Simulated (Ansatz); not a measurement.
# C2H6SSi: a ladder of functionals and wavefunction methods

The task here is to estimate one member of a computed series from the others.

The runs use Ansatz 0.2.0, Gaussian basis; functionals in def2-TZVPP, the program's frozen cores in correlated methods.

The runs, in order: LDA (SPW92), PBE-D4, revPBE-D4, BLYP-D4, r2SCAN-D4, B97M-V, PBE0-D4, B3LYP-D4, r2SCANh-D4, r2SCAN0-D4, HSE06-D4, BHLYP-D4, CAM-B3LYP-D4, LC-ωPBE, ωB97X-V, ωB97M-V, B2PLYP, PBE-QIDH; CCSD(T)/def2-SVP; CCSD(T)/def2-TZVPP; MP2/def2-QZVPP; extrapolation to the limit; RPA on PBE.

## The relaxed structure

All runs share one geometry, relaxed beforehand with PBE0-D4 in a triple-zeta def2 set.

SMILES `CC([SiH3])=S`, 10 atoms, charge 0, spin multiplicity 1.

Atoms are counted from 1 here; the program's logs count them from 0.

Bond lengths: C1–C2 1.488 Å, C1–H5 1.097 Å, C1–H6 1.090 Å, C1–H7 1.096 Å, C2–Si3 1.895 Å, C2–S4 1.619 Å, Si3–H8 1.483 Å, Si3–H9 1.482 Å, Si3–H10 1.491 Å. Angles: C2–C1–H5 109.9°, C2–C1–H6 111.9°, C2–C1–H7 109.9°, H5–C1–H6 109.7°, H5–C1–H7 105.6°, H6–C1–H7 109.7°, C1–C2–Si3 120.3°, C1–C2–S4 123.6°, Si3–C2–S4 116.1°, C2–Si3–H8 108.5°, C2–Si3–H9 108.9°, C2–Si3–H10 110.8°, H8–Si3–H9 110.3°, H8–Si3–H10 109.0°, H9–Si3–H10 109.3°.

Set-up of the first run:

File in.yaml:

```yaml
crystal:
  periodic: [false, false, false]
  atoms:
    - {symbol: C, position_ang: [-0.270384, 1.268896, -0.696894]}
    - {symbol: C, position_ang: [-0.666285, 0.005104, -0.017446]}
    - {symbol: Si, position_ang: [0.655790, -1.175574, 0.654006]}
    - {symbol: S, position_ang: [-2.204440, -0.456286, 0.188295]}
    - {symbol: H, position_ang: [0.382317, 1.046012, -1.549357]}
    - {symbol: H, position_ang: [-1.137261, 1.836276, -1.036745]}
    - {symbol: H, position_ang: [0.331050, 1.884543, -0.017599]}
    - {symbol: H, position_ang: [0.566532, -2.454475, -0.092292]}
    - {symbol: H, position_ang: [0.406063, -1.403554, 2.097187]}
    - {symbol: H, position_ang: [2.019819, -0.602242, 0.473644]}
basis:
  gaussian: {orbitals: def2-TZVPP}
hamiltonian: {xc: lda}
output: {orbitals: {seedname: orbitals}}
```

The run is started by

```sh
$ ansatz run in.yaml --threads 2 --pin off --events-out ev --progress --plain --max-ram 4352MiB
```

Among the steps run: LDA; PBE-D4 (GGA); revPBE-D4 (GGA); BLYP-D4 (GGA); r2SCAN-D4 (meta-GGA); B97M-V (meta-GGA); PBE0-D4 (hybrid); B3LYP-D4 (hybrid); r2SCANh-D4 (hybrid); r2SCAN0-D4 (hybrid); HSE06-D4 (hybrid); BHLYP-D4 (hybrid); CAM-B3LYP-D4 (range-separated); LC-ωPBE (range-separated); ωB97X-V (range-separated); ωB97M-V (range-separated); B2PLYP (double hybrid); PBE-QIDH (double hybrid).

One of the session's tables, all rows but one given; the rest of the session is left out.

It belongs to the step «Frontier levels by functional». 

```
  functional  HOMO (eV)  LUMO (eV)  gap (eV)
 LDA (SPW92)      -5.33      -3.57      1.76
      PBE-D4      -5.21      -3.40      1.81
   revPBE-D4      -5.16      -3.34      1.83
     BLYP-D4      -5.06      -3.23      1.83
   r2SCAN-D4      -5.41      -3.31      2.10
      B97M-V      -5.54      -3.30      2.24
     PBE0-D4      -6.39      -2.49      3.90
    B3LYP-D4      -6.16      -2.67      3.49
  r2SCANh-D4      -5.85      -2.96      2.89
  r2SCAN0-D4          ?          ?         ?
    HSE06-D4      -5.99      -2.87      3.11
    BHLYP-D4      -7.44      -1.40      6.04
CAM-B3LYP-D4      -7.70      -1.31      6.39
     LC-ωPBE      -9.07      -0.25      8.82
     ωB97X-V      -8.72      -0.29      8.42
     ωB97M-V      -8.56      -0.35      8.22
```

**Question.** Estimate the row for r2SCAN0-D4.

Worked estimate for «HOMO (eV)». Against the share of exact exchange, r2SCAN-D4 (0, -5.41), r2SCANh-D4 (0.1, -5.85) give a slope of -4.40 per unit share; at 0.25 the line stands at -6.51.

**Answer.** HOMO (eV): -6.52; LUMO (eV): -2.45; gap (eV): 4.07. In «HOMO (eV)» the line misses by +0.01.
